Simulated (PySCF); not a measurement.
**RuOH₃: quartet, from a see-saw (ligand arrangement 1) start**

Where does quartet RuOH₃ go from a see-saw (ligand arrangement 1) start, is the end point a minimum, and what are its modes, charges and moments?

Computed with PySCF 2.14.0. Level: PBE0, basis Ru def2-TZVP with ECP28, O def2-TZVP, H def2-TZVP, scalar-relativistic core potentials, no spin–orbit coupling, density fitting.

## (1) Where the work starts

5 atoms, charge 0, spin multiplicity 4.

Bond lengths: Ru1–O2 1.710 Å, Ru1–H3 1.570 Å, Ru1–H4 1.570 Å, Ru1–H5 1.570 Å. Angles: O2–Ru1–H3 86.9°, O2–Ru1–H4 86.9°, O2–Ru1–H5 104.0°, H3–Ru1–H4 170.0°, H3–Ru1–H5 86.9°, H4–Ru1–H5 86.9°.

Z-matrix (Å, degrees; charge 0 multiplicity 4):
```
Ru
O  1 1.7100
H  1 1.5700 2 86.92
H  1 1.5700 2 86.92 3 172.11
H  1 1.5700 2 104.00 3 86.06
```

## (2) Finding the electronic state

One driver script runs all steps and calls PySCF; scf.py shows how it sets up the SCF of each step. The optimiser is the driver's own. After this first run the driver tries any further starts and a stability analysis.

File scf.py:

```python
from pyscf import gto, scf, dft
mol = gto.M(atom='''
Ru     0.000000     0.000000     0.000000
O     -1.347500     0.000000     1.052800
H      0.000000     1.564000     0.136800
H     -0.000000    -1.564000     0.136800
H      1.237200     0.000000     0.966600''',
    basis={'Ru': 'def2-TZVP', 'O': 'def2-TZVP', 'H': 'def2-TZVP'},
    ecp={'Ru': 'def2-TZVP'},
    charge=0, spin=3)
mf = dft.UKS(mol, xc='PBE0')
mf.grids.atom_grid = (50, 194)
aux = {'Ru': 'def2-universal-JKFIT', 'O': 'def2-universal-JKFIT', 'H': 'def2-universal-JKFIT'}
mf = mf.density_fit(auxbasis=aux)
mf.conv_tol = 1e-08
mf.diis_space = 10
mf.max_cycle = 60
mf.init_guess = 'minao'
mf.verbose = 4
mf.kernel()
```

Run with:

```console
> OMP_NUM_THREADS=4 python axn.py task.json out
```

The log of the run:

```text
init E= -163.794229195555
[... the frontier-level lines of each cycle are left out ...]
cycle= 1 E= -171.360786656343  delta_E= -7.57  |g|= 0.914  |ddm|= 2.94
cycle= 2 E= -169.213763789992  delta_E= 2.15  |g|= 2.18  |ddm|= 3.05
cycle= 3 E= -171.524497850105  delta_E= -2.31  |g|=  0.7  |ddm|= 2.91
cycle= 4 E= -171.670428099941  delta_E= -0.146  |g|= 0.311  |ddm|= 0.413
cycle= 5 E= -171.710944520629  delta_E= -0.0405  |g|= 0.0285  |ddm|= 0.201
cycle= 6 E= -171.711566497945  delta_E= -0.000622  |g|= 0.0159  |ddm|= 0.0358
cycle= 7 E= -171.711792292785  delta_E= -0.000226  |g|= 0.0132  |ddm|= 0.021
cycle= 8 E= -171.712011585188  delta_E= -0.000219  |g|= 0.00983  |ddm|= 0.0242
cycle= 9 E= -171.712202179685  delta_E= -0.000191  |g|= 0.00435  |ddm|= 0.0304
cycle= 10 E= -171.712288686931  delta_E= -8.65e-05  |g|= 0.00145  |ddm|= 0.0275
cycle= 11 E= -171.712306656752  delta_E= -1.8e-05  |g|= 0.000909  |ddm|= 0.0144
cycle= 12 E= -171.712308765781  delta_E= -2.11e-06  |g|= 0.000186  |ddm|= 0.00607
cycle= 13 E= -171.712308859225  delta_E= -9.34e-08  |g|= 0.000115  |ddm|= 0.000689
cycle= 14 E= -171.712308871012  delta_E= -1.18e-08  |g|= 2.56e-05  |ddm|= 0.000363
cycle= 15 E= -171.712308872954  delta_E= -1.94e-09  |g|= 1.6e-05  |ddm|= 9.17e-05
Extra cycle  E= -171.712308873111  delta_E= -1.57e-10  |g|= 2.05e-05  |ddm|= 3.16e-05
converged SCF energy = -171.712308873111  <S^2> = 3.7724426  2S+1 = 4.0112056
```

This step, with its further starts and checks, needed 10 s of wall time on 4 threads of Arm Neoverse V2, shared host.

The starts that the driver tried:

```csv
start,energy (Eh)
the minimal-basis guess,-171.712309
a thermally smeared density,-171.712309
a smeared PBE density,-171.712309
```

The test of internal stability and the other starts found no lower solution of this spin.

## (3) See-saw (ligand arrangement 1) start, quartet: relaxation

The program finds Cs symmetry in the start, which this walk keeps. Threshold on the gradient: 0.0003 Eh/bohr, with a further test on the energy change.

Changes to scf.py since step 2:

```diff
@@ -3,5 +3,5 @@
-Ru     0.000000     0.000000     0.000000
-O     -1.347500     0.000000     1.052800
-H      0.000000     1.564000     0.136800
-H     -0.000000    -1.564000     0.136800
-H      1.237200     0.000000     0.966600''',
+Ru     0.167928     0.000000    -0.149594
+O     -1.179572     0.000000     0.903206
+H      0.167928     1.564000    -0.012794
+H      0.167928    -1.564000    -0.012794
+H      1.405128     0.000000     0.817006''',
@@ -18 +17,0 @@
-mf.init_guess = 'minao'
```

Steps of the walk:

```csv
step,energy (Eh),change (kJ/mol),largest symmetric gradient (Eh/bohr)
0,-171.712309,0.00,0.04240
1,-171.731490,-50.36,0.02430
2,-171.739890,-72.41,0.01096
3,-171.741334,-76.21,0.01038
4,-171.743385,-81.59,0.00454
5,-171.743650,-82.29,0.00187
6,-171.743677,-82.36,0.00068
7,-171.743680,-82.36,0.00015
```

The walk took 14 s.

End point (Cs, 7 steps, 82.4 kJ/mol gained): Ru–H 1.552 Å, Ru–H 1.649 Å (×2), Ru–O 1.688 Å; H–Ru–H 68.9° (×2), H–Ru–H 137.7°, H–Ru–O 92.5° (×2), H–Ru–O 99.5°.

## (4) Vibrations and properties at this point

On the finer grid the gradient is checked again; gradients at displacements of ±0.02 bohr then give force constants and infrared intensities.

Changes to scf.py since step 3:

```diff
@@ -3,5 +3,5 @@
-Ru     0.167928     0.000000    -0.149594
-O     -1.179572     0.000000     0.903206
-H      0.167928     1.564000    -0.012794
-H      0.167928    -1.564000    -0.012794
-H      1.405128     0.000000     0.817006''',
+Ru     0.145854     0.000000    -0.166481
+O     -1.090541     0.000000     0.982199
+H      0.600082     1.538148     0.217276
+H      0.600082    -1.538148     0.217276
+H      1.374634     0.000000     0.781811''',
@@ -12 +12 @@
-mf.grids.atom_grid = (50, 194)
+mf.grids.atom_grid = (75, 302)
@@ -15 +15 @@
-mf.conv_tol = 1e-08
+mf.conv_tol = 1e-10
```

The driver hands on the density of the step before, so the log starts near convergence.

Log of the central SCF (cycles and frontier levels):

```text
init E= -171.743664805362
[... the frontier-level lines of each cycle are left out ...]
cycle= 1 E= -171.743664805351  delta_E= 1.06e-11  |g|= 6.62e-06  |ddm|= 6.64e-06
Extra cycle  E= -171.743664805308  delta_E= 4.27e-11  |g|= 1.21e-05  |ddm|= 1.22e-05
converged SCF energy = -171.743664805308  <S^2> = 3.767198  2S+1 = 4.0085898
```

The whole step took 61 s.

Geometry: Cs; Ru–H 1.552 Å, Ru–H 1.649 Å (×2), Ru–O 1.688 Å; H–Ru–H 68.9° (×2), H–Ru–H 137.7°, H–Ru–O 92.5° (×2), H–Ru–O 99.4°.

Harmonic modes (main isotopes):

```json
{"symmetry": "a''", "ω (cm⁻¹)": "472", "IR (km/mol)": "65.9", "μ (u)": "1.12"}
{"symmetry": "a''", "ω (cm⁻¹)": "576", "IR (km/mol)": "116", "μ (u)": "1.01"}
{"symmetry": "a'", "ω (cm⁻¹)": "630", "IR (km/mol)": "8.7", "μ (u)": "1.12"}
{"symmetry": "a'", "ω (cm⁻¹)": "753", "IR (km/mol)": "3.2", "μ (u)": "1.02"}
{"symmetry": "a'", "ω (cm⁻¹)": "811", "IR (km/mol)": "3.1", "μ (u)": "1.03"}
{"symmetry": "a'", "ω (cm⁻¹)": "973", "IR (km/mol)": "38.9", "μ (u)": "13.90"}
{"symmetry": "a''", "ω (cm⁻¹)": "1657", "IR (km/mol)": "236", "μ (u)": "1.03"}
{"symmetry": "a'", "ω (cm⁻¹)": "1947", "IR (km/mol)": "12.7", "μ (u)": "1.01"}
{"symmetry": "a'", "ω (cm⁻¹)": "2253", "IR (km/mol)": "2.3", "μ (u)": "1.02"}
```

Every mode is real; the point is a minimum.

Properties at this point:

| Item | Value |
| --- | --- |
| Dipole moment | 3.21 D |
| Highest occupied level | -5.97 eV |
| Lowest empty level | -3.51 eV |
| Rotational constants | 2.178, 0.394, 0.3781 cm⁻¹ |
| Zero-point energy | 60.2 kJ/mol |
| Principal polarisabilities | 35.0, 42.8, 53.3 bohr³ |
| Atomisation energy without zero-point energy | 1122 kJ/mol |
| Principal traceless quadrupole moments about the centre of mass | -3.48, -0.41, 3.89 D Å |
| Entropy at 298.15 K and 1 bar (electronic part: spin only) | 277.8 J/(mol K) |
| Heat capacity Cp at 298.15 K | 55.0 J/(mol K) |
| Enthalpy at 298.15 K above 0 K | 11.95 kJ/mol |
| Rotational symmetry number | 1 |
| Spin squared ⟨S²⟩ | 3.767 |

Populations by atom (charges in e):

```tsv
atom	Mulliken	Löwdin	polar tensor	spin (Mulliken)	Mayer order to Ru1
Ru1	0.29	0.09	0.61	1.88	–
O2	-0.41	-0.19	-0.37	0.78	1.92
H3,4	-0.01	0.00	-0.16	0.21	0.86
H5	0.14	0.09	0.07	-0.07	0.88
```

Outer orbital energies (eV). α occupied: -12.37, -12.34, -11.17, -10.98, -10.61, -8.04, -7.78, -5.97; empty: -2.57, -1.96, 0.67, 1.31. β occupied: -52.15, -25.32, -11.98, -10.77, -10.22, -9.90, -9.88, -9.17; empty: -3.51, -3.27, -1.95, -1.91.

Mulliken populations on Ru1 (outside its core potential): s 2.54, p 6.57, d 6.58, f 0.02.

## (5) What came out

| quantity | value |
| --- | --- |
| minimum | quartet, Cs |
| geometry | Ru–H 1.552 Å, Ru–H 1.649 Å (×2), Ru–O 1.688 Å; H–Ru–H 68.9° (×2), H–Ru–H 137.7°, H–Ru–O 92.5° (×2), H–Ru–O 99.4° |
| wavenumbers (cm⁻¹) | 472 (a''), 576 (a''), 630 (a'), 753 (a'), 811 (a'), 973 (a'), 1657 (a''), 1947 (a'), 2253 (a') |
| dipole moment | 3.21 D |
| highest occupied, lowest empty level (either spin) | -5.97, -3.51 eV |
| polar-tensor charge of Ru1 | +0.61 e |
| zero-point energy | 60.2 kJ/mol |
| entropy at 298.15 K | 277.8 J/(mol K) |
| atomisation energy (no zero-point energy) | 1122 kJ/mol |
| ⟨S²⟩ | 3.767 |

**Reading.** The see-saw (ligand arrangement 1) start keeps its Cs symmetry and ends in a minimum. In the infrared the band at 1657 cm⁻¹ (a'', stretch) leads. Most of the spin sits on Ru1 (Mulliken spin 1.88, against 3 for the whole molecule). Other starts or spin states, not run here, may lie lower. Open d and f shells are described by one determinant, and the ground state may have another occupation or spin.

The search up to here took 85 s.
